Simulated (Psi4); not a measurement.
# InHBr2 (SMILES [Br][InH][Br]): a chain of runs

Aim: a series of 10 runs (PBE-D4/def2-SVP, PBE0-D4/def2-TZVP, PBE-D4/def2-TZVPP, r2SCAN-D4/def2-TZVPP, B3LYP-D4/def2-TZVPP, PBE0-D4/def2-TZVPP, wB97M-V/def2-TZVPP, CCSD(T)/def2-TZVPP, and more) of InHBr2. 

The calculation is run with Psi4 1.11.

## Step 1: Starting point

The species is InHBr2 (4 atoms), meant as a singlet with charge 0. As SMILES, `[Br][InH][Br]`. The shape comes from GFN2-xTB, rattled, which is rough for such elements, and wasn't checked as a minimum. The run starts from this shape.

Bond lengths: Br1–In2 2.556 Å, In2–Br3 2.469 Å, In2–H4 1.672 Å. Angles: Br1–In2–Br3 118.4°, Br1–In2–H4 118.0°, Br3–In2–H4 123.6°.

## Step 2: A geometry optimisation at PBE-D4/def2-SVP (density fitting, core potential) (run 1)

The input, br2hin.in:

```
memory 3300 mb

molecule molecule1 {
  Br    -1.838017     1.039349    -1.153191
  In     0.146417     0.091403     0.149528
  Br     0.725862    -2.288465    -0.158959
  H      0.999963     1.129311     1.144797
  units angstrom
  symmetry c1
}

set globals {
  basis                   def2-SVP
  scf_type                df
  geom_maxiter            60
  max_force_g_convergence 0.0005
}

optimize('pbe-d4')
```

Launch:

```sh
$ psi4 -n 2 br2hin.in br2hin.out
```

br2hin.out:

```text
Psi4 1.11 release

gradient() will perform analytic gradient computation.

   => Loading Basis Set <=

    Name: DEF2-SVP
    Role: ORBITAL
    Keyword: BASIS

    !!!  WARNING: ECP capability is in beta. Please check occupations closely.  !!!

   => PBE-D4(BJ,EEQ)ATM: Empirical Dispersion <=

        a1 =       0.385750
        a2 =       4.806885
       alp =      16.000000
        s6 =       1.000000
        s8 =       0.959481
        s9 =       1.000000
        ga =       3.000000
        gc =       2.000000
        wf =       6.000000

         ---------------------------------------------------------
                                   SCF
                              RKS Reference
                        2 Threads,   3147 MiB Core
         ---------------------------------------------------------

  ==> Geometry <==

    Molecular point group: c1
    Full point group: C1

    Geometry (in Angstrom), charge = 0, multiplicity = 1:

       Center              X                  Y                   Z               Mass
    ------------   -----------------  -----------------  -----------------  -----------------
         BR          -1.582535104379     1.356930610447    -0.841892008088    78.918337600000
         IN           0.401898895621     0.408984610447     0.460826991912   114.903878776000
         BR           0.981343895621    -1.970883389553     0.152339991912    78.918337600000
         H            1.255444895621     1.446892610447     1.456095991912     1.007825032230

  Running in c1 symmetry.

  Rotational constants: A =      0.14569  B =      0.02292  C =      0.01980 [cm^-1]
  Rotational constants: A =   4367.60228  B =    687.05128  C =    593.66529 [MHz]
  Nuclear repulsion =  476.637229674878199

  Charge       = 0
  Multiplicity = 1
  Electrons    = 92
  Nalpha       = 46
  Nbeta        = 46

  ==> Algorithm <==

  SCF Algorithm Type is DF.
  DIIS enabled.
  MOM disabled.
  Fractional occupation disabled.
  Guess Type is SAD.
  Energy threshold   = 1.00e-08
  Density threshold  = 1.00e-08
  Integral threshold = 1.00e-12

  ==> Primary Basis <==

  Basis Set: DEF2-SVP
    Blend: DEF2-SVP
    Number of shells: 37
    Number of basis functions: 95
    Number of Cartesian functions: 103
    Spherical Harmonics?: true
    Max angular momentum: 2

  Core potential: DEF2-SVP
    Number of shells: 4
    Number of ECP primitives: 18
    Number of ECP core electrons: 28
    Max angular momentum: 3

  ==> DFT Potential <==

   => LibXC <=

    Version 7.1.2

   => Composite Functional: PBE-D4BJEEQATM <=

    PBE GGA Exchange-Correlation Functional

    Deriv               =              1
    GGA                 =           TRUE
    Meta                =          FALSE

    Exchange Hybrid     =          FALSE
    MP2 Hybrid          =          FALSE

   => Exchange Functionals <=

    1.0000     XC_GGA_X_PBE

   => Correlation Functionals <=

    1.0000     XC_GGA_C_PBE

   => LibXC Density Thresholds  <==

    XC_GGA_C_PBE:  1.00E-12
    XC_GGA_X_PBE:  1.00E-15

   => Molecular Quadrature <=

    Radial Scheme          =       TREUTLER
    Pruning Scheme         =           NONE
    Nuclear Scheme         =       TREUTLER

    Blocking Scheme        =         OCTREE
    BS radius alpha        =              1
    Pruning alpha          =              1
    Radial Points          =             75
    Spherical Points       =            302
    Total Points           =          85638
    Total Blocks           =            725
    Max Points             =            256
    Max Functions          =             80
    Weights Tolerance      =       1.00E-15

   => Loading Basis Set <=

    Name: (DEF2-SVP AUX)
    Role: JKFIT
    Keyword: DF_BASIS_SCF

  ==> Integral Setup <==

  DFHelper Memory: AOs need 0.053 GiB; user supplied 2.160 GiB.
  SCF_SUBTYPE=INCORE selected. In-core MEM_DF algorithm will be used.
  Using in-core AOs.

  ==> MemDFJK: Density-Fitted J/K Matrices <==

    J tasked:                   Yes
    K tasked:                    No
    wK tasked:                   No
    Memory [MiB]:              2211
    Algorithm:                 Core
    Schwarz Cutoff:           1E-12
    Mask sparsity (%):      11.1690
    Fitting Condition:        1E-10

   => Auxiliary Basis Set <=

  Basis Set: (DEF2-SVP AUX)
    Blend: DEF2-UNIVERSAL-JKFIT
    Number of shells: 172
    Number of basis functions: 768
    Number of Cartesian functions: 1071
    Spherical Harmonics?: true
    Max angular momentum: 5

  Cached 100.0% of DFT collocation blocks in 0.145 [GiB].

  Minimum eigenvalue in the overlap matrix is 2.3855343769E-02.
  Reciprocal condition number of the overlap matrix is 6.6596306874E-03.
    Using symmetric orthogonalization.

  ==> Pre-Iterations <==

  SCF Guess: Superposition of Atomic Densities via on-the-fly atomic UHF (no occupation information).

   -------------------------
    Irrep   Nso     Nmo
   -------------------------
     A         95      95
   -------------------------
    Total      95      95
   -------------------------

  ==> Iterations <==

                           Total Energy        Delta E     RMS |[F,P]|

[... 2 lines left out ...]
   @DF-RKS iter   2: -5336.54865254726155    4.65078e-01   2.52205e-02 DIIS/ADIIS
[... 3 lines left out ...]
   @DF-RKS iter   6: -5337.74230735823676   -5.48417e-04   6.80668e-05 DIIS
[... 3 lines left out ...]
   @DF-RKS iter  10: -5337.74233481876854   -1.54778e-08   1.42521e-07 DIIS
[... 30 lines left out ...]
    Final Occupation by Irrep:
[... 11 lines left out ...]
    Two-Electron Energy =                2835.5572456831623640
[... 3 lines left out ...]
    Total Energy =                      -5337.7423348189013268
[... 95 lines left out ...]
    Weights Tolerance      =       1.00E-15
[... 54 lines left out ...]
	  Convergence Criteria              o    5.00e-04 *             o             o             o~
[... 132 lines left out ...]
   @DF-RKS iter   0: -5337.74138383847094   -5.33774e+03   1.67050e-03
[... 3 lines left out ...]
   @DF-RKS iter   4: -5337.74381245986297   -2.34931e-05   1.21233e-05 DIIS
[... 3 lines left out ...]
   @DF-RKS iter   8: -5337.74381353525951   -4.10182e-10   6.67407e-08 DIIS
[... 14 lines left out ...]
  @DF-RKS Final Energy: -5337.74381353527497
[... 6 lines left out ...]
    DFT Exchange-Correlation Energy =    -198.9704299848741016
[... 17 lines left out ...]
 Dipole X            :         22.1493679          -21.7203381            0.4290298
[... 89 lines left out ...]
	                                 ==> Convergence Check <==
[... 75 lines left out ...]
    Weights Tolerance      =       1.00E-15
[... 34 lines left out ...]
   @DF-RKS iter   2: -5337.74281774753126    1.74992e-05   1.29285e-04 DIIS/ADIIS
[... 3 lines left out ...]
   @DF-RKS iter   6: -5337.74292827228055   -1.63163e-08   5.28109e-07 DIIS
[... 3 lines left out ...]
  Energy and wave function converged.
[... 17 lines left out ...]
    One-Electron Energy =               -8463.1824897854767187
[... 3 lines left out ...]
    VV10 Nonlocal Energy =                  0.0000000000000000
[... 17 lines left out ...]
 Dipole Z            :         29.3082332          -28.6995158            0.6087174
[... 94 lines left out ...]
	   Step    Total Energy     Delta E     Max Force     RMS Force      Max Disp      RMS Disp
[... 101 lines left out ...]
   @DF-RKS iter   0: -5337.74371100351527   -5.33774e+03   7.33586e-04
[... 3 lines left out ...]
   @DF-RKS iter   4: -5337.74389197039818   -2.89588e-06   5.82456e-06 DIIS
[... 3 lines left out ...]
   @DF-RKS iter   8: -5337.74389218352462   -4.54747e-11   2.28133e-08 DIIS
[... 14 lines left out ...]
  @DF-RKS Final Energy: -5337.74389218352098
[... 6 lines left out ...]
    DFT Exchange-Correlation Energy =    -198.9697817716346435
[... 17 lines left out ...]
 Dipole X            :         21.1002939          -20.7111174            0.3891765
[... 89 lines left out ...]
	                                 ==> Convergence Check <==
[... 75 lines left out ...]
    Weights Tolerance      =       1.00E-15
[... 34 lines left out ...]
   @DF-RKS iter   2: -5337.74401704813590    1.41015e-05   6.22000e-05 DIIS
[... 3 lines left out ...]
   @DF-RKS iter   6: -5337.74404390866312   -2.77760e-09   1.81267e-07 DIIS
[... 9 lines left out ...]
    Final Occupation by Irrep:
[... 11 lines left out ...]
    Two-Electron Energy =                2842.7181041333756184
[... 3 lines left out ...]
    Total Energy =                      -5337.7440439088832136
[... 58 lines left out ...]
    Weights Tolerance      =       1.00E-15
[... 54 lines left out ...]
	  Convergence Criteria              o    5.00e-04 *             o             o             o
[... 89 lines left out ...]
   @DF-RKS iter   1: -5337.74403714628534    6.89404e-04   1.18128e-05 DIIS
[... 3 lines left out ...]
   @DF-RKS iter   5: -5337.74403829045787   -2.59752e-09   1.71247e-07 DIIS
[... 3 lines left out ...]
  Energy and wave function converged.
[... 18 lines left out ...]
    Virtual:

      47A     -0.105656    48A     -0.098349    49A     -0.017546
      50A      0.055056    51A      0.089030    52A      0.113485
      53A      0.126686    54A      0.132184    55A      0.245666
[... 12 lines of this table left out ...]
      92A     15.720172    93A     16.412098    94A     16.760696
      95A     60.945617

    Final Occupation by Irrep:
              A
    DOCC [    46 ]
    NA   [    46 ]
    NB   [    46 ]

  @DF-RKS Final Energy: -5337.74403829062430

   => Energetics <=

    Nuclear Repulsion Energy =            484.3039961091499777
    One-Electron Energy =               -8466.3671762552585278
    Two-Electron Energy =                2843.2944415392939845
    DFT Exchange-Correlation Energy =    -198.9714212810517608
    Empirical Dispersion Energy =          -0.0038784027587091
    VV10 Nonlocal Energy =                  0.0000000000000000
    Total Energy =                      -5337.7440382906243030

Computation Completed

Properties will be evaluated at   0.000000,   0.000000,   0.000000 [a0]

Properties computed using the SCF density matrix

 Multipole Moments:

 ------------------------------------------------------------------------------------
     Multipole            Electronic (a.u.)      Nuclear  (a.u.)        Total (a.u.)
 ------------------------------------------------------------------------------------

 L = 1.  Multiply by 2.5417464519 to convert [e a0] to [Debye]
 Dipole X            :         22.7361909          -22.2997273            0.4364636
 Dipole Y            :         25.4081990          -24.9245502            0.4836488
 Dipole Z            :         26.3073622          -25.8037671            0.5035951
 Magnitude           :                                                    0.8234225

 ------------------------------------------------------------------------------------

	total time  =          6 seconds =       0.10 minutes

         ------------------------------------------------------------
                                   SCF GRAD
         ------------------------------------------------------------

  ==> Geometry <==

    Molecular point group: c1
    Full point group: C1

    Geometry (in Angstrom), charge = 0, multiplicity = 1:

       Center              X                  Y                   Z               Mass
    ------------   -----------------  -----------------  -----------------  -----------------
         BR          -1.546586646274     1.248670756581    -0.841023344342    78.918337600000
         IN           0.418316180469     0.467691466104     0.484100869188   114.903878776000
         BR           0.920621195840    -1.948610124349     0.116583550889    78.918337600000
         H            1.323643499551     1.486853125577     1.534509019510     1.007825032230

  Nuclear repulsion =  484.303996109149978

   => Molecular Quadrature <=

    Radial Scheme          =       TREUTLER
    Pruning Scheme         =           NONE
    Nuclear Scheme         =       TREUTLER

    Blocking Scheme        =         OCTREE
    BS radius alpha        =              1
    Pruning alpha          =              1
    Radial Points          =             75
    Spherical Points       =            302
    Total Points           =          85657
    Total Blocks           =            731
    Max Points             =            256
    Max Functions          =             81
    Weights Tolerance      =       1.00E-15

  -Total Gradient:
     Atom            X                  Y                   Z
    ------   -----------------  -----------------  -----------------
       1        0.000036207103    -0.000089118678     0.000003199639
       2        0.000001854740    -0.000087412258    -0.000035004125
       3       -0.000098572695     0.000015647490    -0.000071388928
       4       -0.000093404656    -0.000012421570    -0.000074911300

	total time  =          4 seconds =       0.07 minutes

    			-----------------------------------------

    			 OPTKING 3.0: for geometry optimizations

    			        with contributions from

    			-----------------------------------------

	                            ===> Fragment 1 <==

	 Z (Atomic Numbers)          Masses                          Geom
	      35.000000            78.918338         -2.92262519  2.35964575 -1.58930379
	      49.000000            114.903879         0.79050301  0.88380878  0.91481806
	      35.000000            78.918338          1.73972193 -3.68233946  0.22031098
	       1.000000             1.007825          2.50132370  2.80974520  2.89980178

	 - Coordinate -           - BOHR/RAD -       - ANG/DEG -
	 R(1,2)           =         4.715511           2.495341
	 R(2,3)           =         4.715195           2.495174
	 R(2,4)           =         3.252122           1.720949
[... 5 lines of this table left out ...]
	 O(4,2,1,3)       =         0.000212           0.012156

	        --- Internal Coordinate Step in ANG or DEG, aJ/ANG or AJ/DEG ---
	-------------------------------------------------------------------------------
	           Coordinate      Previous         Force          Change          New
	           ----------      --------        ------          ------        ------
	               R(1,2)       2.49534        0.00081        0.00060       2.49594
	               R(2,3)       2.49517        0.00054        0.00032       2.49549
	               R(2,4)       1.72095        0.00024        0.00020       1.72115
[... 5 lines of this table left out ...]
	           O(4,2,1,3)       0.01216       -0.00000       -0.01469      -0.00253
	-------------------------------------------------------------------------------

	                                 ==> Convergence Check <==

	Measures of convergence in internal coordinates in au.

	Criteria marked as inactive (o), active & met (*), and active & unmet ( ).

	----------------------------------------------------------------------------------------------
	   Step    Total Energy     Delta E     Max Force     RMS Force      Max Disp      RMS Disp
	----------------------------------------------------------------------------------------------
	  Convergence Criteria              o    5.00e-04 *             o             o             o
	----------------------------------------------------------------------------------------------
	     6   -5337.74403829    5.62e-06 o    1.63e-04 *    7.97e-05 o    1.14e-03 o    6.66e-04 o  ~
	----------------------------------------------------------------------------------------------

Next Geometry in Ang
	Fragment 1 (Ang)

	   Br  -1.5472524133   1.2496821370  -0.8412875319
	   In   0.4178979330   0.4675034530   0.4838979820
	   Br   0.9215450682  -1.9489664012   0.1171568657
	    H   1.3238036418   1.4863860351   1.5344027794

    Final optimized geometry and variables:
    Molecular point group: c1
    Full point group: C1

    Geometry (in Angstrom), charge = 0, multiplicity = 1:

    BR          -1.546586646274     1.248670756581    -0.841023344342
    IN           0.418316180469     0.467691466104     0.484100869188
    BR           0.920621195840    -1.948610124349     0.116583550889
    H            1.323643499551     1.486853125577     1.534509019510

    Psi4 run time: 0:01:13.35

[set-up sections that repeat, and orbital energies of the middle runs, are left out above]
```

On the terminal:

```text
Optimizer: Optimization complete!
```

Wall time 76 s (2 threads of Intel Xeon at 2.50GHz (Skylake/Cascade Lake), shared host); peak memory 0.5 GiB.

The path in brief:

```csv
step,energy from the first frame kept (eV),largest force (eV/Å)
0,0.0000,0.9609
1,-0.0402,0.2542
2,-0.0161,0.4208
3,-0.0424,0.1526
4,-0.0465,0.0352
5,-0.0464,0.0063
```

After the run. Bond lengths: Br1–In2 2.495 Å, In2–Br3 2.495 Å, In2–H4 1.721 Å. Angles: Br1–In2–Br3 112.5°, Br1–In2–H4 123.6°, Br3–In2–H4 123.9°.

[end of part 1 of 2]
